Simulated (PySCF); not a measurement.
# C₃H₃NO₂S: magnetic properties

Aim: compute the magnetic properties of C₃H₃NO₂S (`Oc1cnoc1S`).

Programs: PySCF 2.14.0, with routines of our own; each step states its level. All values are computed. Atoms count from 0.

## Step 1: The starting structure

10 atoms, charge 0, multiplicity 1; geometry from: GFN2-xTB.

## Step 2: Magnetic properties: GIAO BHandHLYP/pcSseg-1

Job settings and geometry (Å):

```
{"job": {"kind": "mag", "xc": "BHandHLYP", "basis": "pcSseg-1", "isotopologues": 2}, "charge": 0, "multiplicity": 1}
O     -1.321034     1.491577     0.208549
C     -0.634064     0.331697     0.205013
C     -1.057521    -0.906481     0.746288
N     -0.148982    -1.825382     0.572836
O      0.893096    -1.257216    -0.074989
C      0.612279     0.039880    -0.301210
S      1.787551     1.032847    -1.132020
H     -0.806648     2.182526    -0.225304
H     -1.978694    -1.128387     1.242413
H      2.662900     0.043593    -1.264103
```

Method: GIAO BHandHLYP/pcSseg-1 magnetisability, rotational g tensor and spin-rotation constants, non-relativistic, gas phase.

Command:

```console
> OMP_NUM_THREADS=1 python excited_run.py task.json out
```

One launch serves the whole session: the jobs run in the order shown.

The program printed:

```text
coarse grid: 9976 points
cycle   1  E = -719.0562523844  dE =  1.708e+00  |g| = 6.510e-01  |ddm| = 3.251e+00
cycle   2  E = -719.0468623522  dE =  9.390e-03  |g| = 7.253e-01  |ddm| = 9.899e-01
cycle   3  E = -719.1413707001  dE = -9.451e-02  |g| = 8.957e-02  |ddm| = 5.812e-01
cycle   4  E = -719.1428066253  dE = -1.436e-03  |g| = 4.812e-02  |ddm| = 9.473e-02
cycle   5  E = -719.1432693360  dE = -4.627e-04  |g| = 1.062e-02  |ddm| = 4.331e-02
cycle   6  E = -719.1433012789  dE = -3.194e-05  |g| = 3.057e-03  |ddm| = 1.334e-02
cycle   7  E = -719.1433037257  dE = -2.447e-06  |g| = 1.428e-03  |ddm| = 3.490e-03
final grid: 94896 points
cycle   8  E = -719.1902292111  dE = -1.180e-05  |g| = 2.239e-03  |ddm| = 1.087e-02
cycle   9  E = -719.1902292567  dE = -4.564e-08  |g| = 2.302e-03  |ddm| = 3.163e-03
cycle  10  E = -719.1902302548  dE = -9.980e-07  |g| = 3.249e-04  |ddm| = 1.476e-03
cycle  11  E = -719.1902302732  dE = -1.846e-08  |g| = 1.426e-04  |ddm| = 3.131e-04
cycle  12  E = -719.1902302779  dE = -4.661e-09  |g| = 6.133e-05  |ddm| = 1.696e-04
cycle  13  E = -719.1902302788  dE = -9.352e-10  |g| = 1.435e-05  |ddm| = 6.053e-05
converged SCF energy = -719.1902302788

Magnetisability tensor (1e-30 J/T^2)
     -946.52      -71.87     -178.00
      -71.87     -932.23      -86.09
     -178.00      -86.09    -1259.10
isotropic -1045.95   principal values   -1366.68   -920.74   -850.43
isotropic susceptibility -62.989 1e-6 cm^3/mol

Inertial axes            a          b          c
rot. const./GHz      3.5730     2.1130     1.3278
chi total           -54.384    -52.279    -82.303
chi diamagnetic    -403.535   -617.818   -933.637
chi paramagnetic    349.152    565.539    851.334
quadrupole/D A        6.199     -2.672     -3.527
g nuclear            0.5310     0.5319     0.5315
g electronic        -0.5861    -0.5614    -0.5310
g total             -0.0551    -0.0295     0.0005

Spin-rotation constants (kHz, H = +C I.J)
atom  isotope        aa         bb         cc
  3    14N        1.106      0.502      0.141
  7     1H        0.006     -0.209     -0.164
  8     1H        0.375     -0.174     -0.150
  9     1H       -0.381      0.093     -0.160
  0    17O*      -0.346     -0.286     -0.072
  1    13C*       1.348      0.892      0.276
  2    13C*       1.867      0.714      0.234
  4    17O*      -1.379     -1.019     -0.262
  5    13C*       1.682      0.778      0.276
  6    33S*       0.478      0.667      0.296
* in the singly substituted isotopologue

Isotopologues: g along a, b, c
2H    at 7,8,9             -0.0529    -0.0276     0.0005
18O   at 0                 -0.0525    -0.0291     0.0005
```

Run time: 29 s. Hardware: 1 thread of Arm Neoverse N1, shared host; peak memory 0.69 GiB.

Key values:

| quantity | value |
| --- | --- |
| magnetisability | -1046·10⁻³⁰ J/T² |
| molar susceptibility | -63.0·10⁻⁶ cm³/mol |
| rotational g (a, b, c) | -0.0551, -0.0295, 0.0005 |

The fields below are evaluated on a grid from the run's orbitals.

Frontier orbitals at BHandHLYP/pcSseg-1, with the share of their density that lies nearest to each atom:

| orbital | energy (eV) | lies on |
| --- | --- | --- |
| HOMO | -7.48 | S6 27 %; C1, C5 about 20 % each; N3 15 % |
| LUMO | 0.50 | H7, H9 about 29 % each; S6 28 % |

ELF in a plane through or near 10 of the atoms.

Values, 10 rows by 14 columns:
```
0.00 0.00 0.00 0.00 0.00 0.00 0.00 0.00 0.00 0.00 0.00 0.00 0.00 0.00
0.00 0.00 0.00 0.00 0.00 0.00 0.00 0.00 0.00 0.00 0.00 0.00 0.00 0.00
0.00 0.00 0.00 0.00 0.08 0.39 0.36 0.89 0.12 0.01 0.02 0.00 0.00 0.00
0.00 0.00 0.00 0.00 0.36 0.90 0.25 0.80 0.03 0.54 0.76 0.37 0.01 0.00
0.00 0.00 0.00 0.15 0.04 0.33 0.29 0.70 0.40 0.21 0.14 0.56 0.03 0.00
0.00 0.00 0.32 1.00 0.99 0.12 0.56 0.37 0.21 0.56 0.93 0.84 0.03 0.00
0.00 0.00 0.04 0.85 0.49 0.80 0.56 0.42 0.72 0.03 0.97 0.98 0.03 0.00
0.00 0.00 0.00 0.00 0.14 0.94 0.92 0.34 0.80 0.16 0.00 0.00 0.00 0.00
0.00 0.00 0.00 0.00 0.02 0.60 0.51 0.00 0.01 0.00 0.00 0.00 0.00 0.00
0.00 0.00 0.00 0.00 0.00 0.00 0.00 0.00 0.00 0.00 0.00 0.00 0.00 0.00
```
The map spans 10.9 Å across and 9.9 Å up, centred on the molecule. Atoms in the plane (x, y in Å): O0 (-0.8, 1.8), C1 (-0.5, 0.5), C2 (-1.5, -0.6), N3 (-0.9, -1.7), O4 (0.5, -1.5), C5 (0.7, -0.1), S6 (2.3, 0.5), H7 (0.0, 2.3), H8 (-2.5, -0.5), H9 (2.9, -0.7).

On the surface of density 0.002 e/bohr³ the electrostatic potential runs, from the 1st to the 99th percentile, from -1.65 V near N3 to 2.75 V near H7.

## Step 3: Magnetic properties: common gauge origin KT2/pcseg-1

The job, as its differences from that of step 2:

```diff
@@ -1,2 +1,2 @@
-{"job": {"kind": "mag", "xc": "BHandHLYP", "basis": "pcSseg-1", "isotopologues": 2}, "charge": 0, "multiplicity": 1}
+{"job": {"kind": "mag", "xc": "KT2", "basis": "pcseg-1", "gauge": [0, 0, 0]}, "charge": 0, "multiplicity": 1}
 O     -1.321034     1.491577     0.208549
```

Method: common gauge origin KT2/pcseg-1 magnetisability, rotational g tensor and spin-rotation constants, non-relativistic, gas phase.

The program printed:

```text
coarse grid: 9976 points
cycle   1  E = -727.3968833255  dE =  1.391e+00  |g| = 6.896e-01  |ddm| = 3.814e+00
cycle   2  E = -727.1106076834  dE =  2.863e-01  |g| = 1.374e+00  |ddm| = 2.125e+00
cycle   3  E = -727.4798189145  dE = -3.692e-01  |g| = 1.951e-01  |ddm| = 1.625e+00
cycle   4  E = -727.4856379698  dE = -5.819e-03  |g| = 1.340e-01  |ddm| = 3.287e-01
cycle   5  E = -727.4896174393  dE = -3.979e-03  |g| = 3.728e-02  |ddm| = 1.620e-01
cycle   6  E = -727.4899393141  dE = -3.219e-04  |g| = 9.981e-03  |ddm| = 4.886e-02
cycle   7  E = -727.4899626380  dE = -2.332e-05  |g| = 2.948e-03  |ddm| = 1.386e-02
cycle   8  E = -727.4899647715  dE = -2.134e-06  |g| = 6.114e-04  |ddm| = 3.743e-03
final grid: 94896 points
cycle   9  E = -727.5887725769  dE = -1.426e-04  |g| = 1.436e-02  |ddm| = 6.526e-02
cycle  10  E = -727.5886803545  dE =  9.222e-05  |g| = 2.271e-02  |ddm| = 4.806e-02
cycle  11  E = -727.5888261331  dE = -1.458e-04  |g| = 3.474e-03  |ddm| = 3.328e-02
cycle  12  E = -727.5888284431  dE = -2.310e-06  |g| = 1.539e-03  |ddm| = 4.635e-03
cycle  13  E = -727.5888290095  dE = -5.664e-07  |g| = 2.668e-04  |ddm| = 1.872e-03
cycle  14  E = -727.5888290245  dE = -1.499e-08  |g| = 7.661e-05  |ddm| = 2.957e-04
cycle  15  E = -727.5888290257  dE = -1.191e-09  |g| = 3.136e-05  |ddm| = 1.239e-04
cycle  16  E = -727.5888290259  dE = -1.867e-10  |g| = 1.718e-05  |ddm| = 4.857e-05
converged SCF energy = -727.5888290259

Magnetisability tensor (1e-30 J/T^2)
    -4547.71      915.74    -1492.17
      915.74    -5361.53     -931.25
    -1492.17     -931.25    -6209.28
isotropic -5372.84   principal values   -7171.06  -5956.11  -2991.34
isotropic susceptibility -323.560 1e-6 cm^3/mol

Inertial axes            a          b          c
rot. const./GHz      3.5730     2.1130     1.3278
chi total          -180.496   -358.333   -431.851
chi diamagnetic    -402.515   -617.944   -932.324
chi paramagnetic    222.020    259.611    500.473
quadrupole/D A        5.716     -1.209     -4.507
g nuclear            0.5310     0.5319     0.5315
g electronic        -0.3727    -0.2577    -0.3122
g total              0.1583     0.2742     0.2194

Spin-rotation constants (kHz, H = +C I.J)
atom  isotope        aa         bb         cc
  3    14N        0.880      0.457      0.140
  7     1H        0.530     -0.913     -0.339
  8     1H       -0.086      0.547      0.043
  9     1H       -0.289      0.280     -0.001
  0    17O*      -0.403     -0.277     -0.081
  1    13C*       0.913      0.595      0.036
  2    13C*       1.418      0.548      0.139
  4    17O*      -1.216     -0.776     -0.206
  5    13C*       1.331      0.206     -0.075
  6    33S*       0.525      0.894      0.406
* in the singly substituted isotopologue
```

Wall time 16 s (1 thread of Arm Neoverse N1, shared host); peak memory 0.44 GiB.

The run ended normally, but its values are not to be used for the molecule: a common gauge origin replaces GIAOs, so the magnetic properties depend on where the origin lies.

## Step 4: Summary of results

| quantity | value |
| --- | --- |
| magnetisability (step 2, GIAO BHandHLYP/pcSseg-1) | -1046·10⁻³⁰ J/T² |
| molar susceptibility (step 2, GIAO BHandHLYP/pcSseg-1) | -63.0·10⁻⁶ cm³/mol |
| rotational g (a, b, c) (step 2, GIAO BHandHLYP/pcSseg-1) | -0.0551, -0.0295, 0.0005 |
| surface potential, 1st and 99th percentile | -1.65 V and 2.75 V |
| runs | 0 failed, 1 ended on unsound input |

The values above hold for this geometry and these levels alone. Vibrational averaging and real surroundings are missing from these values.
